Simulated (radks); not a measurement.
**Taking charge from the 5s level of Xe²⁺ in fractions**

An exercise on one series of results from a longer session: the logs are not shown, and one member is left open.

Program: radks (a radial shooting solver on a logarithmic mesh, Libxc functionals) version 1. Level of theory: Dirac Kohn-Sham, PBE, spin-unpolarised, spherical densities, finite nucleus; open shells fill j = l - 1/2 first. These are calculated values, not measurements, unless marked.

## What is computed

| Quantity | Value |
| --- | --- |
| element | xenon (Z = 54) |
| charge | +2 |
| electrons | 52 |
| configuration | [Kr] 4d10 5s2 5p4 |
| nuclear rms radius | 4.7859 fm |

The first run:

The run's settings:

```text
Z 54
configuration [Kr] 4d10 5s2 5p4
relativity Dirac
functional pbe,pbe
spin unpolarised
j_filling energy
nucleus finite rms 4.7859 fm
c 137.035999084
```

Steps of the session up to this table: Start: [Kr] 4d10 5s2 5p4.

One of the session's tables, all rows but one given; the rest of the session is left out.

It belongs to the step «Start: [Kr] 4d10 5s2 5p4». From the orbitals of this run (lengths in bohr):

| level | <r> | outermost maximum (interpolated) | 90 % within | nodes |
| --- | --- | --- | --- | --- |
| 4s1/2 | 0.7166 | 0.661 | 1.03 | 3 |
| 4p1/2 | 0.7456 | 0.677 | 1.09 | 2 |
| 4p3/2 | 0.7733 | 0.701 | 1.13 | 2 |
| 4d3/2 | 0.8686 | 0.743 | 1.32 | 1 |
| 4d5/2 | ? | ? | ? | ? |
| 5s1/2 | 1.788 | 1.60 | 2.58 | 4 |
| 5p1/2 | 2.040 | 1.79 | 2.98 | 3 |
| 5p3/2 | 2.119 | 1.86 | 3.09 | 3 |

**Question.** Estimate the row for 4d5/2.

The run gave: <r>: 0.8793; outermost maximum (interpolated): 0.752; 90 % within: 1.33; nodes: 1. In the column «<r>» it lies between 4d3/2 (0.8686) and 5s1/2 (1.788).
